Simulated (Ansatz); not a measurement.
# SnH2MeF (CH5FSn): structure and electronic state

What does SnH2MeF (CH5FSn) look like as a singlet, and where do its frontier electrons sit?

Computed with Ansatz 0.2.0, Gaussian basis. Level: RKS PBE0-D4/def2-TZVP.

Levels to be run: relaxation at PBE-D4/def2-TZVP; a search for the lowest solution at PBE0-D4/def2-SVP; a single point at PBE0-D4/def2-TZVP.

2 further runs of the same task are left out: 2 set aside as unsound or not needed.

### 1 The starting structure

8 atoms, charge 0, spin multiplicity 1.

Atoms are counted from 1 here; the program's logs count them from 0.

Bond lengths: Sn1–H2 1.688 Å, Sn1–H3 1.689 Å, Sn1–C4 2.156 Å, Sn1–F8 1.949 Å, C4–H5 1.084 Å, C4–H6 1.085 Å, C4–H7 1.086 Å. Angles: H2–Sn1–H3 110.4°, H2–Sn1–C4 118.8°, H2–Sn1–F8 101.1°, H3–Sn1–C4 118.8°, H3–Sn1–F8 101.1°, C4–Sn1–F8 102.8°, Sn1–C4–H5 111.1°, Sn1–C4–H6 108.5°, Sn1–C4–H7 108.8°, H5–C4–H6 109.6°, H5–C4–H7 109.6°, H6–C4–H7 109.2°.

Coordinates:

```mol
CH5FSn
  3D, bonds by distance, orders not assigned

  8  7  0  0  0  0  0  0  0  0999 V2000
    0.5682   -0.6629    0.4052 Sn  0  0
    0.5246   -0.9420    2.0699 H   0  0
    2.1128   -0.9727   -0.2026 H   0  0
   -0.5516    0.9946   -0.3981 C   0  0
   -0.1646    1.9392   -0.0348 H   0  0
   -1.5890    0.8863   -0.0986 H   0  0
   -0.4872    0.9673   -1.4813 H   0  0
   -0.4133   -2.2098   -0.2597 F   0  0
  1  2  8  0
  1  3  8  0
  1  4  8  0
  1  8  8  0
  4  5  8  0
  4  6  8  0
  4  7  8  0
M  END
```

Sn takes a core potential in the def2 sets. No spin-orbit coupling is included.

The start is a GFN2-xTB geometry.

### 2 Relaxation at PBE-D4/def2-TZVP

in.yaml reads:

```yaml
crystal:
  periodic: [false, false, false]
  atoms:
    - {symbol: Sn, position_ang: [0.568220, -0.662850, 0.405200]}
    - {symbol: H, position_ang: [0.524650, -0.941990, 2.069850]}
    - {symbol: H, position_ang: [2.112840, -0.972680, -0.202640]}
    - {symbol: C, position_ang: [-0.551650, 0.994570, -0.398050]}
    - {symbol: H, position_ang: [-0.164580, 1.939170, -0.034760]}
    - {symbol: H, position_ang: [-1.589030, 0.886280, -0.098570]}
    - {symbol: H, position_ang: [-0.487200, 0.967310, -1.481330]}
    - {symbol: F, position_ang: [-0.413260, -2.209810, -0.259700]}
basis:
  gaussian: {orbitals: def2-TZVP}
hamiltonian: {xc: pbe, dispersion: d4}
scf: {lower_state_search: "off"}
output: {orbitals: {seedname: orbitals}}
relax: {f_tol: 0.02, max_steps: 100}
```

Launch:

```
ansatz run in.yaml --threads 4 --pin off --events-out ev --progress --plain --max-ram 3916MiB
```

Further steps of the session: Searching for the lowest solution, PBE0-D4/def2-SVP; Single point, PBE0-D4/def2-TZVP.

Before running them: what should the planned runs give, taken together? Wanted: point group; commonest bond, hydrogen aside; HOMO, LUMO at PBE0-D4/def2-TZVP; dipole at PBE-D4/def2-TZVP.

**Answer**, as computed:

| quantity | value |
| --- | --- |
| point group | C1 |
| commonest bond, hydrogen aside | F–Sn, 1 of mean length 1.958 Å |
| HOMO, LUMO at PBE0-D4/def2-TZVP | -8.69, -0.47 eV |
| dipole at PBE-D4/def2-TZVP | 3.02 D |

**Reading.** The molecule keeps its bonding pattern by the stored test; the atoms moved 0.06 Å (rms). No usable vibrations, so a minimum isn't proven. The HOMO lies nearest to C4 35 %; Sn1 14 % and the LUMO to Sn1 23 %; F8 23 %. The point group is read from a loosely relaxed geometry; soft torsions can leave it below the true symmetry.
